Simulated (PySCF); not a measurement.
**GeHOF (SMILES [OH][Ge][F]): B3LYP/cc-pVDZ (density fitting)**

Wanted: a geometry optimisation of GeHOF. Input form: a Python script.

Program for the calculation: PySCF 2.14.0.

3 further runs of the same task are left out: 3 set aside as unsound or not needed.

**1. The structure to begin with**

GeHOF: 4 atoms, total charge 0, spin state singlet. SMILES: `[OH][Ge][F]`. The coordinates come from a PBE0-D4/def2-TZVP relaxation. The run starts from this shape.

Bond lengths: O1–Ge2 1.771 Å, Ge2–F3 1.767 Å, O1–H4 0.964 Å. Angles: O1–Ge2–F3 97.0°, Ge2–O1–H4 113.8°.

**2. A structure relaxation at B3LYP/cc-pVDZ (density fitting)**

The input, job.py:

```python
from pyscf import gto, dft
from pyscf import df
from pyscf.geomopt.geometric_solver import kernel as optimise

molecule = gto.Mole()
molecule.atom = [
    ('O', (-0.819700, 0.539200, -0.381100)),
    ('Ge', (-0.389900, -0.693000, 0.815800)),
    ('F', (1.336900, -0.758800, 0.447800)),
    ('H', (-0.071800, 0.852400, -0.902700)),
]
molecule.basis = 'cc-pvdz'
molecule.verbose = 3
molecule.spin = 0
molecule.max_memory = 1860
molecule.charge = 0
molecule.build()

myscf = dft.RKS(molecule)
myscf.xc = 'b3lyp'
myscf = myscf.density_fit(auxbasis=df.aug_etb(molecule, beta=2.0))
myscf.grids.level = 4
myscf.conv_tol = 1e-10
converged, mol_eq = optimise(myscf, maxsteps=60, convergence_set='GAU_TIGHT')
print('converged:', converged)
print(mol_eq.tostring())

myscf.reset(mol_eq)
molecule = mol_eq
myscf.kernel()
if not myscf.converged:
    myscf = myscf.newton().run(myscf.mo_coeff, myscf.mo_occ)
etot = myscf.e_tot
print(f'total energy: {etot:.8f} hartree')
```

The run is started by

```console
$ OMP_NUM_THREADS=1 python job.py
```

The program printed:

```text
convergence_set           GAU_TIGHT
maxiter                   60
----------------------------------------------------------
Custom engine selected.
Bonds will be generated from interatomic distances less than 1.20 times sum of covalent radii
12 internal coordinates being used (instead of 12 Cartesians)
Internal coordinate system (atoms numbered from 1):
Distance 1-2
Distance 1-4
Distance 2-3
Angle 2-1-4
Angle 1-2-3
Dihedral 4-1-2-3
Translation-X 1-4
Translation-Y 1-4
Translation-Z 1-4
Rotation-A 1-4
Rotation-B 1-4
Rotation-C 1-4
> ===== Optimization Info: ====
> Job type: Energy minimization
> Maximum number of optimization cycles: 60
> Initial / maximum trust radius (Angstrom): 0.100 / 0.300
> Convergence Criteria:
> Will converge when all 5 criteria are reached:
>  |Delta-E| < 1.00e-06
>  RMS-Grad  < 1.00e-05
>  Max-Grad  < 1.50e-05
>  RMS-Disp  < 4.00e-05
>  Max-Disp  < 6.00e-05
> === End Optimization Info ===

Geometry optimization cycle 1
Cartesian coordinates (Angstrom)
 Atom        New coordinates             dX        dY        dZ
   O  -0.819700   0.539200  -0.381100    0.000000  0.000000  0.000000
  Ge  -0.389900  -0.693000   0.815800    0.000000  0.000000  0.000000
   F   1.336900  -0.758800   0.447800    0.000000  0.000000  0.000000
   H  -0.071800   0.852400  -0.902700    0.000000  0.000000  0.000000

WARN: Mole.unit (angstrom) is changed to Bohr
[... 10 lines left out ...]
Step    0 : Gradient = 1.347e-02/1.738e-02 (rms/max) Energy = -2252.7541798557
[... 28 lines left out ...]
converged SCF energy = -2252.75490136425
[... 37 lines left out ...]
converged SCF energy = -2252.75491226181
[... 37 lines left out ...]
converged SCF energy = -2252.75491225001
[... 38 lines left out ...]
converged SCF energy = -2252.75491225499
[... 37 lines left out ...]
converged SCF energy = -2252.7549122632
[... 37 lines left out ...]
converged SCF energy = -2252.75491226564
[... 11 lines left out ...]
Geometry optimization cycle 14
Cartesian coordinates (Angstrom)
 Atom        New coordinates             dX        dY        dZ
   O  -0.837963   0.545666  -0.386618   -0.000029 -0.000014  0.000068
  Ge  -0.393978  -0.704567   0.828920    0.000053 -0.000068 -0.000016
   F   1.354556  -0.760208   0.447317    0.000058  0.000006 -0.000019
   H  -0.068236   0.847813  -0.901372   -0.000085  0.000025  0.000005
converged SCF energy = -2252.75491226498
--------------- DFRKS_Scanner gradients ---------------
         x                y                z
0 O     0.0000069552     0.0000139221    -0.0000016074
1 Ge    -0.0000082497     0.0000094320    -0.0000093787
2 F     0.0000007315    -0.0000036216    -0.0000031310
3 H     0.0000011471     0.0000054558    -0.0000054588
----------------------------------------------
cycle 14: E = -2252.75491226  dE = 6.62112e-10  norm(grad) = 2.39603e-05
Step   13 : Displace = 3.490e-05/4.654e-05 (rms/max) Trust = 3.320e-05 (-) Grad = 2.386e-06/3.714e-06 (rms/max) E (change) = -2252.7549122650 (+6.621e-10) Quality = -1.013
Hessian Eigenvalues: 1.91844e-02 2.69838e-02 3.99881e-02 ... 2.84828e-01 3.04754e-01 5.23480e-01
Converged! =D

converged: True
O          -0.83796322        0.54566640       -0.38661801
Ge         -0.39397789       -0.70456705        0.82891958
F           1.35455564       -0.76020759        0.44731653
H          -0.06823558        0.84781318       -0.90137155
converged SCF energy = -2252.75491226498
total energy: -2252.75491226 hartree
```

Wall time 74 s (1 thread of Arm Neoverse V1, shared host); peak memory 0.62 GiB.

The path in brief:

```csv
step,energy from the first frame kept (eV),largest force (eV/Å)
0,0.0000,0.8937
1,-0.0192,0.0766
2,-0.0196,0.0377
3,-0.0199,0.0084
4,-0.0199,0.0020
5,-0.0199,0.0017
6,-0.0199,0.0034
7,-0.0199,0.0035
8,-0.0199,0.0030
9,-0.0199,0.0023
10,-0.0199,0.0014
11,-0.0199,0.0009
12,-0.0199,0.0008
13,-0.0199,0.0008
```

After the run. Bond lengths: O1–Ge2 1.799 Å, Ge2–F3 1.791 Å, O1–H4 0.974 Å. Angles: O1–Ge2–F3 96.8°, Ge2–O1–H4 112.2°.

**3. Summary of results**

Level: B3LYP/cc-pVDZ (density fitting).

| quantity | value |
| --- | --- |
| total energy at the end | -2252.75491 Eh |
| dipole moment | 0.58 D |
| HOMO energy | -8.00 eV |
| LUMO energy | -2.16 eV |
| HOMO–LUMO gap | 5.85 eV |

In words: At the final geometry: Bond lengths: O1–Ge2 1.799 Å, Ge2–F3 1.791 Å, O1–H4 0.974 Å. Angles: O1–Ge2–F3 96.8°, Ge2–O1–H4 112.2°. The optimisation took 13 steps and changed the energy by -0.020 eV. Mulliken charges run from -0.40 on O1 to +0.64 on Ge2; they depend strongly on the basis.
